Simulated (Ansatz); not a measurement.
**Co3Si: a sublattice displacement scan**

The task, for Co3Si: map the energy as every Si atom is pushed off its site.

Program: Ansatz 0.2.0. Level of theory: DFT PBEsol, scalar-relativistic, plane waves, PAW. These are calculated values, not measurements.

1 further run of the same task is left out (set aside as unsound or not needed). Runs told in other sessions of the task aren't counted.

**1. The starting structure**

It takes space group P6_3/mmc (No. 194, hexagonal). Conventional cell: a = 4.889 Å, b = 4.889 Å, c = 3.904 Å, α = 90.00°, β = 90.00°, γ = 120.00°. Around Co (site symmetry mm2) lie 8 Co at 2.41 to 2.45 Å and 4 Si at 2.41 to 2.44 Å. Si (site symmetry -6m2) is surrounded by 12 Co at 2.41 to 2.44 Å.

As a file:

```xyz
8
Lattice="4.8891 0.0000 0.0000 -2.4446 4.2341 0.0000 0.0000 0.0000 3.9041" Properties=species:S:1:pos:R:3 pbc="T T T"
Co    0.0000    1.4093    2.9281
Co    1.2241    3.5295    2.9281
Co   -1.2241    3.5295    2.9281
Co    2.4446    2.8248    0.9760
Co    1.2205    0.7046    0.9760
Co    3.6687    0.7046    0.9760
Si    2.4446    1.4114    2.9281
Si    0.0000    2.8227    0.9760
```

It goes back to an entry of the Materials Project, which need not be the stable form.

It is the result of an earlier relaxation at this level (volume 10.10 Å³/atom; gap on the mesh: none (metal)).

**2. Zero of the scan**

input.yaml reads:

```yaml
crystal:
  lattice:
    - [4.8891302239, 0.0, 0.0]
    - [-2.4445651119, 4.2341109763, 0.0]
    - [0.0, 0.0, 3.9040737741]
  atoms:
    - { symbol: Co, position: [0.1664189026, 0.3328378052, 0.75] }
    - { symbol: Co, position: [0.6671621948, 0.8335810974, 0.75] }
    - { symbol: Co, position: [0.1664189026, 0.8335810974, 0.75] }
    - { symbol: Co, position: [0.8335810974, 0.6671621948, 0.25] }
    - { symbol: Co, position: [0.3328378052, 0.1664189026, 0.25] }
    - { symbol: Co, position: [0.8335810974, 0.1664189026, 0.25] }
    - { symbol: Si, position: [0.6666666667, 0.3333333333, 0.75] }
    - { symbol: Si, position: [0.3333333333, 0.6666666667, 0.25] }
basis:
  ecutwfc: 420
kpoints:
  mp_grid: { grid: [12, 12, 10] }
hamiltonian:
  xc: pbesol
scf:
  occupations: { method: gaussian, width: 0.15 }
output:
  forces: true
  stress: true
  eigenvalues: true
```

On the command line:

```
$ ansatz run input.yaml --threads 2 --pin off --max-ram 5120MiB --backend cpu --events-out ev --progress --plain --runs-dir out
```

**3. Next: a sublattice displacement scan**

Every Si atom is moved by x along the Cartesian unit vector (0.000, 0.000, 1.000); the cell and all other atoms stay fixed. Forces below are components along that vector, summed over the moved atoms.

**4. At x = -0.300 Å**

Changes to input.yaml since step 2:

```diff
@@ -12,4 +12,4 @@
     - { symbol: Co, position: [0.8335810974, 0.1664189026, 0.25] }
-    - { symbol: Si, position: [0.6666666667, 0.3333333333, 0.75] }
-    - { symbol: Si, position: [0.3333333333, 0.6666666667, 0.25] }
+    - { symbol: Si, position: [0.6666666667, 0.3333333333, 0.6731571898] }
+    - { symbol: Si, position: [0.3333333333, 0.6666666667, 0.1731571898] }
 basis:
```

**5. x = 0.225 Å**

Changes to input.yaml since step 4:

```diff
@@ -12,4 +12,4 @@
     - { symbol: Co, position: [0.8335810974, 0.1664189026, 0.25] }
-    - { symbol: Si, position: [0.6666666667, 0.3333333333, 0.6731571898] }
-    - { symbol: Si, position: [0.3333333333, 0.6666666667, 0.1731571898] }
+    - { symbol: Si, position: [0.6666666667, 0.3333333333, 0.8076321076] }
+    - { symbol: Si, position: [0.3333333333, 0.6666666667, 0.3076321076] }
 basis:
@@ -26 +26,5 @@
   eigenvalues: true
+  write_density: true
+  write_potential: true
+  elf: true
+  volumetric_format: npy
```

**6. Point x = -0.150 Å**

Changes to input.yaml since step 5:

```diff
@@ -12,4 +12,4 @@
     - { symbol: Co, position: [0.8335810974, 0.1664189026, 0.25] }
-    - { symbol: Si, position: [0.6666666667, 0.3333333333, 0.8076321076] }
-    - { symbol: Si, position: [0.3333333333, 0.6666666667, 0.3076321076] }
+    - { symbol: Si, position: [0.6666666667, 0.3333333333, 0.7115785949] }
+    - { symbol: Si, position: [0.3333333333, 0.6666666667, 0.2115785949] }
 basis:
@@ -26,5 +26 @@
   eigenvalues: true
-  write_density: true
-  write_potential: true
-  elf: true
-  volumetric_format: npy
```

**7. Point x = 0.075 Å**

Changes to input.yaml since step 6:

```diff
@@ -12,4 +12,4 @@
     - { symbol: Co, position: [0.8335810974, 0.1664189026, 0.25] }
-    - { symbol: Si, position: [0.6666666667, 0.3333333333, 0.7115785949] }
-    - { symbol: Si, position: [0.3333333333, 0.6666666667, 0.2115785949] }
+    - { symbol: Si, position: [0.6666666667, 0.3333333333, 0.7692107025] }
+    - { symbol: Si, position: [0.3333333333, 0.6666666667, 0.2692107025] }
 basis:
```

**8. At x = 0.263 Å**

Changes to input.yaml since step 7:

```diff
@@ -12,4 +12,4 @@
     - { symbol: Co, position: [0.8335810974, 0.1664189026, 0.25] }
-    - { symbol: Si, position: [0.6666666667, 0.3333333333, 0.7692107025] }
-    - { symbol: Si, position: [0.3333333333, 0.6666666667, 0.2692107025] }
+    - { symbol: Si, position: [0.6666666667, 0.3333333333, 0.8172374589] }
+    - { symbol: Si, position: [0.3333333333, 0.6666666667, 0.3172374589] }
 basis:
```

**9. At x = 0.188 Å**

Changes to input.yaml since step 8:

```diff
@@ -12,4 +12,4 @@
     - { symbol: Co, position: [0.8335810974, 0.1664189026, 0.25] }
-    - { symbol: Si, position: [0.6666666667, 0.3333333333, 0.8172374589] }
-    - { symbol: Si, position: [0.3333333333, 0.6666666667, 0.3172374589] }
+    - { symbol: Si, position: [0.6666666667, 0.3333333333, 0.7980267564] }
+    - { symbol: Si, position: [0.3333333333, 0.6666666667, 0.2980267564] }
 basis:
```

**10. Point x = 0.113 Å**

Changes to input.yaml since step 9:

```diff
@@ -12,4 +12,4 @@
     - { symbol: Co, position: [0.8335810974, 0.1664189026, 0.25] }
-    - { symbol: Si, position: [0.6666666667, 0.3333333333, 0.7980267564] }
-    - { symbol: Si, position: [0.3333333333, 0.6666666667, 0.2980267564] }
+    - { symbol: Si, position: [0.6666666667, 0.3333333333, 0.7788160538] }
+    - { symbol: Si, position: [0.3333333333, 0.6666666667, 0.2788160538] }
 basis:
```

**11. Point x = 0.037 Å**

Changes to input.yaml since step 10:

```diff
@@ -12,4 +12,4 @@
     - { symbol: Co, position: [0.8335810974, 0.1664189026, 0.25] }
-    - { symbol: Si, position: [0.6666666667, 0.3333333333, 0.7788160538] }
-    - { symbol: Si, position: [0.3333333333, 0.6666666667, 0.2788160538] }
+    - { symbol: Si, position: [0.6666666667, 0.3333333333, 0.7596053513] }
+    - { symbol: Si, position: [0.3333333333, 0.6666666667, 0.2596053513] }
 basis:
@@ -26 +26,5 @@
   eigenvalues: true
+  write_density: true
+  write_potential: true
+  elf: true
+  volumetric_format: npy
```

(Steps that only read results are left out.)

What does the calculation give?

The runs gave:

| quantity | value |
| --- | --- |
| force constant along x, from the points at -0.150, 0 and 0.037 Å | 21.81 eV/Å² for the 2 moved atoms together |

In words: Near the site the force constant is 21.81 eV/Å² for the 2 atoms together, 10.91 on average; for the mass of Si against a rigid frame that is a vibration of about 325 cm⁻¹. The step of 0.15 Å is wide, so anharmonic terms mix in. The undisturbed cell stays the lowest of the sampled points. The final runs have no spin polarisation, so a magnetic state may lie lower.
